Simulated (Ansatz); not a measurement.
# TiAgHg2: pressure against volume

One table from this session's results is given with a row withheld; the runs are named, their logs left out.

Computed with Ansatz 0.2.0 (DFT PBEsol, scalar-relativistic, unless a step's input says otherwise).

### The system as given

The structure is tetragonal, space group P4/mmm (No. 123). The conventional cell has a = 4.150 Å, b = 4.150 Å, c = 4.060 Å, α = 90.00°, β = 90.00°, γ = 90.00°. Ti (site symmetry 4/mmm) has 8 Hg at 2.90 Å and 4 Ag at 2.93 Å in its first shell of neighbours. Ag (site symmetry 4/mmm) is surrounded by 8 Hg at 2.90 Å and 4 Ti at 2.93 Å. Around Hg (site symmetry mmm) lie 4 Ti at 2.90 Å and 4 Ag at 2.90 Å and 4 Hg at 2.93 Å.

As a file:

```cif
data_structure
_symmetry_space_group_name_H-M 'P4/mmm'
_symmetry_Int_Tables_number 123
_cell_length_a 4.1500
_cell_length_b 4.1500
_cell_length_c 4.0600
_cell_angle_alpha 90.000
_cell_angle_beta 90.000
_cell_angle_gamma 90.000
_cell_volume 69.92
loop_
_atom_site_label
_atom_site_type_symbol
_atom_site_symmetry_multiplicity
_atom_site_Wyckoff_symbol
_atom_site_fract_x
_atom_site_fract_y
_atom_site_fract_z
_atom_site_occupancy
Ti1 Ti 1 c 0.50000 0.50000 0.00000 1
Ag1 Ag 1 a 0.00000 0.00000 0.00000 1
Hg1 Hg 2 e 0.00000 0.50000 0.50000 1
```

The file gives the conventional cell by its symmetry; the runs use the cell typed in the input.

Atoms are numbered in the order of the input: Ti1, Ag2, Hg3, Hg4.

The first run:

Contents of input.yaml:

```yaml
crystal:
  lattice:
    - [4.0939120434, 0.0, 0.0]
    - [0.0, 4.0939120434, 0.0]
    - [0.0, 0.0, 4.0051284087]
  atoms:
    - { symbol: Ti, position: [0.5, 0.5, 0.0] }
    - { symbol: Ag, position: [0.0, 0.0, 0.0] }
    - { symbol: Hg, position: [0.0, 0.5, 0.5] }
    - { symbol: Hg, position: [0.5, 0.0, 0.5] }
kpoints:
  mp_grid: { grid: [8, 8, 8] }
  band_path:
    path:
      - [0.0, 0.0, 0.0]
      - [0.0, 0.5, 0.0]
      - [0.5, 0.5, 0.0]
      - [0.0, 0.0, 0.0]
      - [0.0, 0.0, 0.5]
      - [0.0, 0.5, 0.5]
      - [0.5, 0.5, 0.5]
      - [0.0, 0.0, 0.5]
      - [0.0, 0.5, 0.0]
    npoints: 5
scf:
  occupations: { method: fermi_dirac, width: 0.03 }
hamiltonian:
  xc: pbesol
  pseudopotentials: { kind: all_electron, lapw: { basis_error: 0.001 } }
output:
  forces: true
  stress: true
  eigenvalues: true
```

Started as:

```bash
$ ansatz run input.yaml --threads 1 --pin off --max-ram 4096MiB --backend cpu --events-out ev --progress --plain --runs-dir out
```

Among the steps run: Volume × 0.96, LAPW; Volume × 0.96, PAW; Volume × 0.96, crystal datasets; Volume × 0.99, LAPW; Volume × 0.99, PAW; Volume × 0.99, crystal datasets; Volume × 1.02, LAPW; Volume × 1.02, PAW; Volume × 1.02, crystal datasets; Volume × 1.06, LAPW; Volume × 1.06, PAW; Volume × 1.06, crystal datasets.

One table of the session follows, with a row left open; its other results are not shown here.

It belongs to the step «The equation of state». 

```
          method  volume (Å³/atom)  pressure (GPa)
            LAPW            16.782           14.16
            LAPW            17.306            9.02
            LAPW            17.830            4.72
            LAPW            18.530            0.06
             PAW            16.782           14.17
             PAW            17.306            9.03
             PAW            17.830            4.72
             PAW            18.530               ?
crystal datasets            16.782           14.16
crystal datasets            17.306            9.02
crystal datasets            17.830            4.72
crystal datasets            18.530            0.06
```

**Question.** Estimate the row for PAW, 18.530.

**Answer.** pressure (GPa): 0.07. In the column «pressure (GPa)» it lies between crystal datasets, 18.530 (0.06) and LAPW, 17.830 (4.72).

Limits of these values: Warnings in the runs' records: gradients without spin orbit, crystal datasets made.
